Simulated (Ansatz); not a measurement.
Task: harmonic frequencies at the relaxed geometry of BrFIn, SMILES [F][In][Br], with the Ansatz DFT code, driven from Python. Give the script and its output. Settings (for the species named): PBE0, def2-SVP basis, multiplicity 2.

```xyz
3

F    -0.1156    1.8523    0.1294
In   -0.8041    0.1260   -0.4235
Br    0.9088   -2.0431    0.2809
```

Script `brfin_freq.py`:
```python
import ansatz as az
from ase import Atoms
import numpy as np

atoms = Atoms(['F', 'In', 'Br'], positions=[
    (-0.1156, 1.8523, 0.1294),
    (-0.8041, 0.126, -0.4235),
    (0.9088, -2.0431, 0.2809),
])
brfin = az.Crystal.molecule_from_ase(atoms)

base = (
    brfin.calculation()
    .basis(gaussian='def2-SVP')
    .functional('pbe0')
    .spin('collinear', total=1)
)
symbols = [site.symbol for site in brfin.cartesian_sites]
start = np.array([site.position_ang for site in brfin.cartesian_sites], dtype=float)
summary = base.relax(force_tolerance=0.003, max_steps=100).run().report
end = np.array(summary['positions_ang'])

print('bond        before    after (A)')
for i, j in [(0, 1), (1, 2)]:
    d0, d1 = (np.linalg.norm(xyz[i] - xyz[j]) for xyz in (start, end))
    print(f'{symbols[i]}{i}-{symbols[j]}{j}'.ljust(10), f'{d0:8.4f} {d1:8.4f}')
for i, j, k in [(0, 1, 2)]:
    u, v = end[i] - end[j], end[k] - end[j]
    print(f'angle {symbols[i]}{i}-{symbols[j]}{j}-{symbols[k]}{k}: {np.degrees(np.arccos(np.clip(u @ v / np.linalg.norm(u) / np.linalg.norm(v), -1, 1))):.2f} deg')

minimum = az.Crystal.molecule()
for symbol, xyz in zip(symbols, end):
    minimum = minimum.atom(symbol, xyz.tolist())
vibrating = (
    minimum.calculation()
    .basis(gaussian='def2-SVP')
    .functional('pbe0')
    .spin('collinear', total=1)
    .phonons(temperatures=(100, 500, 100))
)
vib = vibrating.run().report['vibrations']
sums = vib['harmonic_sums']
modes = [m['omega_inv_cm'] for m in sums['modes_at_gamma'] if m['rigid_motion'] == 'no']
print('frequencies (1/cm):', ' '.join(f'{w:.0f}' for w in modes))
print('imaginary modes:', sum(w < 0 for w in modes), ' zero-point energy:', round(sums['zero_point_energy_ev'], 4), 'eV')
print('T (K)   F_vib (eV)   S_vib (meV/K)   C_vib (meV/K)')
for row in zip(sums['temperatures_k'], sums['vibrational_free_energy_ev'], vib['entropy_ev_per_k'], vib['heat_capacity_ev_per_k']):
    print(f'{row[0]:6.1f} {row[1]:11.4f} {1000 * row[2]:13.4f} {1000 * row[3]:15.4f}')
```

```console
$ python brfin_freq.py
bond        before    after (A)
F0-In1       1.9390   1.9723
In1-Br2      2.8522   2.5280
angle F0-In1-Br2: 118.80 deg
frequencies (1/cm): 93 229 579
imaginary modes: 0  zero-point energy: 0.0559 eV
T (K)   F_vib (eV)   S_vib (meV/K)   C_vib (meV/K)
 100.0      0.0529        0.0814          0.1133
 200.0      0.0396        0.1815          0.1760
 300.0      0.0174        0.2600          0.2098
 400.0     -0.0119        0.3230          0.2276
 500.0     -0.0469        0.3750          0.2375
```

The frequencies are harmonic and unscaled, in a modest basis. The result belongs to the one conformer reached from this start, and soft torsions count as harmonic oscillators. def2 sets replace the cores of elements past krypton by effective core potentials. The species is open-shell (spin multiplicity 2). It ran for 79 s on 1 thread of Arm Neoverse V1, on a shared host, peak memory 0.3 GiB.

(Lines on the test bed's own set-up are left out of the output.)
